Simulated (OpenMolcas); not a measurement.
# Pd²⁺ among point charges: CASSCF and CASPT2 levels and susceptibility

Aim: the splitting of the states of Pd²⁺ in the field of 4 point charges, its lowest levels with spin-orbit coupling and its magnetic susceptibility.

The numbers are computed with OpenMolcas 26.06 (state-averaged CASSCF and CASPT2, spin-orbit coupling by RASSI with atomic mean-field integrals), except any that are marked as measured or tabulated.

## (1) What is computed

| Quantity | Value |
| --- | --- |
| Species | Pd²⁺ (palladium, Z = 46, 44 electrons) |
| Basis | ANO-RCC-VTZP [7s6p4d2f1g], 68 functions |
| Scalar Hamiltonian | DKH2, point nucleus |
| Inactive shells | 1s 2s 2p 3s 3p 3d 4s 4p |
| Active space | 8 electrons in 5 orbitals (4d) |
| Some configurations of this space | 4d⁸ |
| Orbitals | optimised for each spin and parity, averaged over all roots |

Outer shells as boxes (Hund's rule):

4d8
```
4d [↑↓][↑↓][↑↓][↑ ][↑ ]
```

The ion sits among 4 point charges of -2.5 e arranged as a tetrahedron (Td), 2.43 Å from the ion.

The work runs as a chain of OpenMolcas steps in one folder; each step below is one input file. Labels, J, g values, rates, χT and fits are worked out afterwards by a script from the matrices that RASSI stores.

## (2) Basis and integrals

a.inp reads:

```
&GATEWAY
Coord
1

Pd 0.0 0.0 0.0
Basis=ANO-RCC-VTZP
Group=NoSym
NoMove
AngMom=0.0 0.0 0.0
AMFI
XField
4 Angstrom 0
1.402961 1.402961 1.402961 -2.500000
1.402961 -1.402961 -1.402961 -2.500000
-1.402961 1.402961 -1.402961 -2.500000
-1.402961 -1.402961 1.402961 -2.500000
&SEWARD
```

## (3) CASSCF: triplets, 10 roots

a.inp reads:

```
&RASSCF
FileOrb=start.orb
Symmetry=1
Spin=3
nActEl=8 0 0
Inactive=18
Ras2=5
CIRoot=10 10 1
SDav=10
CIMx=300
Iter=120 100
PrWF=0.3
OrbListing=Nothing
MaxOrb=0
>>> COPY $Project.JobIph JOB001
```

start.orb holds the contracted functions of the basis, ordered by shell, or the orbitals of the step before.

## (4) CASSCF: singlets, 15 roots

a.inp reads:

```
&RASSCF
FileOrb=start.orb
Symmetry=1
Spin=1
nActEl=8 0 0
Inactive=18
Ras2=5
CIRoot=15 15 1
SDav=15
CIMx=300
Iter=120 100
PrWF=0.3
OrbListing=Nothing
MaxOrb=0
>>> COPY $Project.JobIph JOB002
```

## (5) State interaction with spin-orbit coupling

a.inp reads:

```
&RASSI
NrOfJobIphs=2 10 15
1 2 3 4 5 6 7 8 9 10
1 2 3 4 5 6 7 8 9 10 11 12 13 14 15
IphNames
JOB001
JOB002
EJob
SpinOrbit
DIPRint=1.0
SOCoupling=1000.0
Subsets=2
Property=9
'ANGMOM' 1 'ANGMOM' 2 'ANGMOM' 3 'MLTPL  1' 1 'MLTPL  1' 2 'MLTPL  1' 3
'AMFI' 1 'AMFI' 2 'AMFI' 3
SOProperty=3
'ANGMOM' 1 'ANGMOM' 2 'ANGMOM' 3
```

## (6) CASPT2: IPEA 0.25, imaginary shift 0.1 (closed shells correlated: 4s 4p)

a.inp reads:

```
>>> COPY JOB001 $Project.JobIph
&CASPT2
Multistate=10 1 2 3 4 5 6 7 8 9 10
NoMult
Frozen=14
IPEA=0.25
Imaginary=0.1
MaxIter=60
WThr=0.0 0.3 0.05
PrWF=0.5
NoMix
>>> COPY JOB002 $Project.JobIph
&CASPT2
Multistate=15 1 2 3 4 5 6 7 8 9 10 11 12 13 14 15
NoMult
Frozen=14
IPEA=0.25
Imaginary=0.1
MaxIter=60
WThr=0.0 0.3 0.05
PrWF=0.5
NoMix
```

(Steps that only read results are left out.)

What does the calculation give? Wanted: spin-free ground state; first state of the same spin within the active space; lowest level; next level.

As calculated:

```
                                            quantity                                                                        value
                                              method  SS-CASPT2, IPEA 0.25, imaginary shift 0.1 (closed shells correlated: 4s 4p)
                              spin-free ground state                                              3T1, 3-fold in its orbital part
first state of the same spin within the active space                                                              3T2 at 795 cm⁻¹
                                        lowest level                                                                    1-fold A1
                                          next level                                                                   251.6 cm⁻¹
                                         χT at 300 K                                                               3.35 cm³ K/mol
                           effective moment at 300 K                                                                      5.18 μB
```

Cost by method:

| method | time of its own steps | time with the reference |
| --- | --- | --- |
| A. CASSCF | 5.1 s | 5.1 s |
| B. SS-CASPT2, IPEA 0.25, imaginary shift 0.1, +4s 4p | 5.2 s | 10 s |

Times are of one thread on a shared host.

What this shows: The spin-free ground state (3T1) comes to 100 % from free-ion F terms and keeps the highest spin of the shell. χT at 300 K is 3.35, against 1.00 cm³ K/mol for the spin alone, so orbital moment adds to it. A ligand-field fit to the states below 45000 cm-1 gives 10Dq = -1912 cm-1, B = 721 cm-1 and C = 3232 cm-1 (C/B = 4.48), with a deviation of 383 cm-1. CASPT2 does not keep the components of a term degenerate, and the means are used. The field of point charges can differ much from that of real complexes. This is an electrostatic model: the charges have no orbitals.
